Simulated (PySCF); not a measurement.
**CdSi (triplet): the SCF solver's settings**

Do solver options change the result for CdSi (triplet), or only the number of cycles?

Computed with PySCF 2.14.0. Level: each script names its method and basis.

11 further runs of the same task are left out: 11 that didn't finish.

**1. Starting geometry**

CdSi (triplet): 2 atoms, charge 0, spin multiplicity 3.

Bond lengths: Cd1–Si2 2.515 Å.

**2. The run that the others are compared with**

The input, input.py:

```python
from pyscf import gto, scf, mp

mol = gto.M(
    atom='Cd 0 0 0; Si 0 0 2.515',
    basis='crenbl',
    ecp={'Cd': 'crenbl', 'Si': 'crenbl'},
    charge=0,
    spin=2,
    symmetry=True,
    verbose=4,
)
mf = scf.UHF(mol)
mf.kernel()
mp.MP2(mf).kernel()
mf.dip_moment()
print('orbital energies (hartree):', [e[max(0, n-3):n+3].round(4) for e, n in zip(mf.mo_energy, mol.nelec)])
```

Run with:

```sh
$ OMP_NUM_THREADS=1 python input.py
```

The log of this run is left out.

Base result: E(SCF) = -169.614348 Eh, E(MP2) − E(SCF) = -0.25936 Eh, ⟨S²⟩ = 2.552, μ = 2.62 D (of the SCF density).

⟨S²⟩ = 2.55 against 2.00 for a pure state: the determinant is spin-contaminated. The bond length is a typed value, not an optimised one. The triplet is typed in the script; nothing here shows that it is the ground state.

**3. Smearing width 0.2 hartree**

Edit 1 changes smearing width: none → 0.2 hartree; step after the SCF: mp2 → none.

The input, input.py:

```python
from pyscf import gto, scf

mol = gto.M(
    atom='Cd 0 0 0; Si 0 0 2.515',
    basis='crenbl',
    ecp={'Cd': 'crenbl', 'Si': 'crenbl'},
    charge=0,
    spin=2,
    symmetry=True,
    verbose=4,
)
mf = scf.UHF(mol)
mf = scf.addons.smearing_(mf, sigma=0.2, method='fermi')
mf.kernel()
mf.dip_moment()
print('orbital energies (hartree):', [e[max(0, n-3):n+3].round(4) for e, n in zip(mf.mo_energy, mol.nelec)])
```

Run with:

```sh
$ OMP_NUM_THREADS=1 python input.py
```

**4. Point-group symmetry off**

Edit 2 changes point-group symmetry: on → off.

input.py, as its differences from that of step 2:

```diff
@@ -8,3 +8,2 @@
     spin=2,
-    symmetry=True,
     verbose=4,
```

Q: Predict the outcome of this session. Wanted: for each run, E(SCF); from base; gap, α spin; SCF dipole; after the SCF.

**Answer**, as computed:

```
                                     run  E(SCF) (hartree)  from base (eV)  cycles  gap, α spin (eV)  SCF dipole (D)              after the SCF
                                    base       -169.614348               0      16              7.72            2.62  MP2 correlation -7.058 eV
smearing width 0.2 hartree (poor choice)       -168.142895  not comparable      21               n/a            4.24                        n/a
                point-group symmetry off       -169.582152         +0.8761      12              5.70            0.20  MP2 correlation -7.281 eV
```

Distance from each run's final energy (log10 hartree) by cycle:

```
                                     run  cycle 1  cycle 2  cycle 3  cycle 5  cycle 8  cycle 12
                                    base     -0.1     -0.1     -1.6     -2.2     -3.3      -7.9
smearing width 0.2 hartree (poor choice)     -0.5      0.8     -0.9     -1.8     -4.6      -7.5
                point-group symmetry off     -0.1     -0.1     -1.3     -2.8     -4.7     -11.0
```

**Reading.** With point-group symmetry off the SCF ends in another solution, 0.88 eV higher: the path to self-consistency decides the state here. Rows marked «poor choice» come from settings spoiled on purpose.
